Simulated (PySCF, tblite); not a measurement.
**C₅H₉NOSi: geometry, infrared bands and NMR shifts**

Wanted: the infrared bands and NMR shifts of C₅H₉NOSi (`CO[SiH2][C@@H]1C[C@H]1C#N`), by calculation.

Programs: tblite 0.8.0 and PySCF 2.14.0, with density-fitted response routines of our own. Each step states its level of theory. These are calculated values for one molecule in the gas phase, unless marked as measured. Atoms count from 0, in the outputs and in this text.

## Step 1: Starting geometry

17 atoms, charge 0, multiplicity 1; geometry from: force field or distance geometry start.

Bonds of the start (Å): C0–O1 1.40, O1–Si2 1.72, Si2–C3 1.87, C3–C4 1.49, C4–C5 1.50, C5–C6 1.45, C6–N7 1.14, C5–C3 1.50, C0–H8 1.12, C0–H9 1.09, C0–H10 1.11, Si2–H11 1.47, Si2–H12 1.44, C3–H13 1.11, C4–H14 1.11, C4–H15 1.11, C5–H16 1.11.

## Step 2: Geometry optimisation with GFN2-xTB

What the job is given:

```
{"job": {"kind": "relax", "xc": "GFN2-xTB", "basis": "xTB"}, "charge": 0, "multiplicity": 1}
C      2.866900     0.327000     0.808300
O      1.498000     0.623100     0.742900
Si     0.861600     0.068200    -0.752900
C     -0.961400    -0.275600    -0.517800
C     -1.907200     0.760000    -1.016800
C     -1.653600     0.630600     0.457100
C     -2.658800    -0.004200     1.291800
N     -3.448500    -0.494000     1.953100
H      3.129000     0.240400     1.890900
H      3.488900     1.091900     0.337200
H      2.995100    -0.656600     0.317000
H      1.004300     1.155100    -1.731700
H      1.593800    -1.096900    -1.182000
H     -1.276800    -1.343100    -0.580700
H     -1.492000     1.652700    -1.526000
H     -2.903600     0.468600    -1.396100
H     -1.142700     1.514400     0.895900
```

Command:

```bash
OMP_NUM_THREADS=1 python probes_run.py task.json out
```

This one command runs all jobs of the session in turn.

**Question.** This job is followed by: GFN2-xTB harmonic vibrations, gas phase; GIAO PBE0/pcSseg-1 NMR shielding, non-relativistic, gas phase. What will the session give for the following? strongest single infrared mode (GFN2-xTB); zero-point energy (GFN2-xTB); ¹³C shifts against TMS (PBE0/pcSseg-1); ¹H shifts against TMS (PBE0/pcSseg-1, means over atoms taken as alike); ¹⁷O shifts against H2O (PBE0/pcSseg-1); ²⁹Si shifts against TMS (PBE0/pcSseg-1); ¹⁵N shifts against NH3 (PBE0/pcSseg-1).

As calculated:

| quantity | value |
| --- | --- |
| strongest single infrared mode (GFN2-xTB) | 2193 cm⁻¹, 404 km/mol |
| zero-point energy (GFN2-xTB) | 79.8 kcal/mol |
| ¹³C shifts against TMS (PBE0/pcSseg-1) | 127.0, 54.1, 17.4, 7.8, -1.4 ppm |
| ¹H shifts against TMS (PBE0/pcSseg-1, means over atoms taken as alike) | 4.92, 4.44, 3.87, 1.31, 0.77, 0.63, 0.54 ppm |
| ¹⁷O shifts against H2O (PBE0/pcSseg-1) | 1.5 ppm |
| ²⁹Si shifts against TMS (PBE0/pcSseg-1) | -10.3 ppm |
| ¹⁵N shifts against NH3 (PBE0/pcSseg-1) | 290.6 ppm |

**Reading.** The optimisation took 197 steps and gained 0.614 eV; among the close pairs (by a distance rule), O1–Si2 changed most, from 1.718 to 1.616 Å. All 45 modes are real, so the xTB geometry is a minimum. The strongest single mode, at 2193 cm⁻¹, moves mainly H12 and H11. GFN2-xTB is a fitted tight-binding method: band positions and strengths are rough. Its intensities can rank the bands wrongly. At PBE0/pcSseg-1: The largest span, 515 ppm, is at N7, where the paramagnetic term is -363 ppm.
